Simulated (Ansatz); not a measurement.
Consider an atomisation energy of Ge2H8SSi, SMILES [SiH3][GeH2][GeH2][SH] (Ansatz 0.2.0 through its Python package).

`ge2h8ssi.py`:
```python
from collections import Counter

import ansatz as az
from ase import Atoms

BASIS = "cc-pVDZ"
XC = "hf"


def single_point(molecule, charge=0, unpaired=0):
    calc = (
        molecule.calculation()
        .basis(gaussian=BASIS)
        .functional(XC)
        .scf(lower_state_search="standard")
    )
    if charge:
        calc = calc.charge(charge)
    if unpaired:
        calc = calc.spin("collinear", total=unpaired)
    return calc.run(threads=1, pin="off").report["free_energy_ev"]

atoms = Atoms(["Si", "Ge", "Ge", "S", "H", "H", "H", "H", "H", "H", "H", "H"], positions=[
    (-2.1647, -0.7565, 0.1369),
    (0.0628, -0.7676, -0.4835),
    (1.0696, 1.2981, 0.1809),
    (3.2136, 1.2883, -0.3962),
    (-2.8479, 0.3656, -0.5234),
    (-2.2625, -0.6, 1.5957),
    (-2.7922, -2.0234, -0.267),
    (0.1732, -0.9251, -2.0214),
    (0.7909, -1.944, 0.2152),
    (0.947, 1.4571, 1.7177),
    (0.3459, 2.4741, -0.5231),
    (3.4642, 0.1335, 0.3681),
])
ge2h8ssi = az.Crystal.molecule_from_ase(atoms)

unpaired = {"Si": 2, "Ge": 2, "S": 2, "H": 1}
counts = Counter(site.symbol for site in ge2h8ssi.cartesian_sites)
atom_energy = {s: single_point(az.Crystal.molecule().atom(s, (0, 0, 0)), 0, unpaired[s]) for s in counts}
whole = single_point(ge2h8ssi, 0, 0)
for s, e in atom_energy.items():
    print(f"{s:2s} x{counts[s]}  {e:14.5f} eV")
print(f"Ge2H8SSi: {whole:.5f} eV")
split = sum(counts[s] * e for s, e in atom_energy.items()) - whole
print(f"atomisation energy (no zero-point term): {split:.3f} eV, {split / sum(counts.values()):.3f} eV an atom")
```

What does it cost to take this molecule apart into atoms?

24.117 eV from the electronic energies, without the zero-point term.

What the script printed:

```console
$ python ge2h8ssi.py
Si x1     -7860.01100 eV
Ge x2    -56471.56286 eV
S  x1    -10816.43900 eV
H  x8       -13.58606 eV
Ge2H8SSi: -131752.38149 eV
atomisation energy (no zero-point term): 24.117 eV, 2.010 eV an atom
```

These settings explore the input space; basis and method may be short of convergence. The geometry is a force-field or estimated start, not a minimum of this method, and the basis set is short of its limit. All parts are taken at fixed geometry, without zero-point energy. Hartree-Fock leaves correlation out, so bond, atomisation and ionisation energies come out well too low. For Al to Cl the sets with a tight d function, cc-pV(X+d)Z, are usual. Finished in 6.2 s on 1 thread of Arm Neoverse V1 (shared host), peak memory 0.44 GiB.

(Lines on the test bed's own set-up are left out of the output.)
